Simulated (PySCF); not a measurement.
**C₆H₄O₂: fields and orbitals**

Aim: take C₆H₄O₂ and compute its lowest excited states and analyse its density (charges, bond critical points, surface potential).

Method: levels as typed in each script, gas phase, geometry from GFN2-xTB; program: PySCF 2.14.0.

1 further run of the same task is left out (it didn't finish).

## 1. Where the work starts

12 atoms, charge 0, spin multiplicity 1.

Bond lengths: O1–C2 1.214 Å, C2–C3 1.477 Å, C2–C8 1.477 Å, C3–C4 1.335 Å, C3–H9 1.081 Å, C4–C5 1.477 Å, C4–H10 1.081 Å, C5–O6 1.214 Å, C5–C7 1.477 Å, C7–C8 1.335 Å, C7–H11 1.081 Å, C8–H12 1.081 Å. Angles: O1–C2–C3 122.2°, O1–C2–C8 122.2°, C3–C2–C8 115.6°, C2–C3–C4 122.2°, C2–C3–H9 115.8°, C4–C3–H9 122.0°, C3–C4–C5 122.2°, C3–C4–H10 122.0°, C5–C4–H10 115.8°, C4–C5–O6 122.2°, C4–C5–C7 115.6°, O6–C5–C7 122.2°, C5–C7–C8 122.2°, C5–C7–H11 115.8°, C8–C7–H11 122.0°, C2–C8–C7 122.2°, C2–C8–H12 115.8°, C7–C8–H12 122.0°.

As a file:

```xyz
12
charge 0, multiplicity 1
O     2.66824    0.00001    0.00000
C     1.45405   -0.00001    0.00000
C     0.66730    1.24950    0.00000
C    -0.66730    1.24950    0.00000
C    -1.45405   -0.00001    0.00000
O    -2.66824    0.00001    0.00000
C    -0.66730   -1.24950    0.00000
C     0.66730   -1.24950    0.00000
H     1.24074    2.16624    0.00000
H    -1.24074    2.16624    0.00000
H    -1.24074   -2.16624    0.00000
H     1.24074   -2.16624    0.00000
```

## 2. Excited states (wB97X/6-31+g*)

input.py reads:

```python
import numpy as np
from pyscf import gto, scf, dft, tdscf
from pyscf.scf import atom_ks, atom_hf
from scipy.linalg import block_diag

def solve(mol, dm0=None, hcore=None):
    mf = (dft.UKS if mol.spin else dft.RKS)(mol, xc='wb97x')
    mf.grids.level = 3
    mf = mf.density_fit(auxbasis='def2-universal-jkfit')
    mf.conv_tol, mf.max_cycle = 1e-8, 80
    if hcore is not None:
        mf.get_hcore = lambda *args: hcore
    mf.kernel(dm0)
    if not mf.converged:
        mf = mf.newton().run(mf.mo_coeff, mf.mo_occ, max_cycle=30)
    assert mf.converged, 'SCF not converged'
    return mf

mol = gto.M(atom='''
O      2.66824     0.00001     0.00000
C      1.45405    -0.00001     0.00000
C      0.66730     1.24950     0.00000
C     -0.66730     1.24950     0.00000
C     -1.45405    -0.00001     0.00000
O     -2.66824     0.00001     0.00000
C     -0.66730    -1.24950     0.00000
C      0.66730    -1.24950     0.00000
H      1.24074     2.16624     0.00000
H     -1.24074     2.16624     0.00000
H     -1.24074    -2.16624     0.00000
H      1.24074    -2.16624     0.00000
''', basis='6-31+g*', charge=0, spin=0, verbose=4)
mf = solve(mol)
td = mf.TDA()
td.nstates, td.singlet, td.conv_tol = 5, True, 1e-5
td.kernel()
td.analyze()
x, y = np.array([p[0] for p in td.xy]), np.array([p[1] + 0 * p[0] for p in td.xy])
f, mu = td.oscillator_strength(), td.transition_dipole()
nto = [td.get_nto(state=i + 1, verbose=4) for i in range(len(td.e))]
# spherically averaged free atoms, for the promolecule
atm = atom_ks.get_atm_nrks(mol, xc='wb97x')
pro = block_diag(*[(atm[a[0]][2] * atm[a[0]][3]) @ atm[a[0]][2].T for a in mol._atom])
np.savez('result.npz', e=td.e, f=f, ok=td.converged, w=[n[0] for n in nto], nto=[n[1] for n in nto], x=x, y=y, c=mf.mo_coeff, occ=mf.mo_occ, eps=mf.mo_energy, pro=pro, mu=mu)
```

On the command line:

```bash
$ OMP_NUM_THREADS=1 python input.py
```

## 4. Density, bond paths and surface potential (LDA (SVWN)/def2-svp)

input.py reads:

```python
import numpy as np
from pyscf import gto, scf, dft
from pyscf.scf import atom_ks, atom_hf
from scipy.linalg import block_diag

def solve(mol, dm0=None, hcore=None):
    mf = (dft.UKS if mol.spin else dft.RKS)(mol, xc='svwn')
    mf.grids.level = 3
    mf = mf.density_fit(auxbasis='def2-universal-jkfit')
    mf.conv_tol, mf.max_cycle = 1e-8, 80
    if hcore is not None:
        mf.get_hcore = lambda *args: hcore
    mf.kernel(dm0)
    if not mf.converged:
        mf = mf.newton().run(mf.mo_coeff, mf.mo_occ, max_cycle=30)
    assert mf.converged, 'SCF not converged'
    return mf

mol = gto.M(atom='''
O      2.66824     0.00001     0.00000
C      1.45405    -0.00001     0.00000
C      0.66730     1.24950     0.00000
C     -0.66730     1.24950     0.00000
C     -1.45405    -0.00001     0.00000
O     -2.66824     0.00001     0.00000
C     -0.66730    -1.24950     0.00000
C      0.66730    -1.24950     0.00000
H      1.24074     2.16624     0.00000
H     -1.24074     2.16624     0.00000
H     -1.24074    -2.16624     0.00000
H      1.24074    -2.16624     0.00000
''', basis='def2-svp', charge=0, spin=0, verbose=4)
mf = solve(mol)
mf.analyze()
# spherically averaged free atoms, for the promolecule
atm = atom_ks.get_atm_nrks(mol, xc='svwn')
pro = block_diag(*[(atm[a[0]][2] * atm[a[0]][3]) @ atm[a[0]][2].T for a in mol._atom])
np.savez('result.npz', e=mf.e_tot, c=mf.mo_coeff, occ=mf.mo_occ, eps=mf.mo_energy, pro=pro, dip=mf.dip_moment(verbose=0), s2=mf.spin_square()[0])
```

(Steps that only read results are left out.)

Before running it: what results should come out? Wanted: lowest singlet excitation; dipole moment; HOMO, LUMO.

**Answer**, as computed:

| quantity | value |
| --- | --- |
| lowest singlet excitation (wB97X/6-31+g*) | 3.04 eV |
| dipole moment (LDA (SVWN)/def2-svp) | 0.00 D |
| HOMO, LUMO (LDA (SVWN)/def2-svp) | -6.21, -4.65 eV |

What this shows: At LDA (SVWN)/def2-svp: The highest Hirshfeld charge is on C2 and C5 (+0.13 e), the lowest on O1 and O6 (−0.19 e). The geometry was not optimised at these levels.
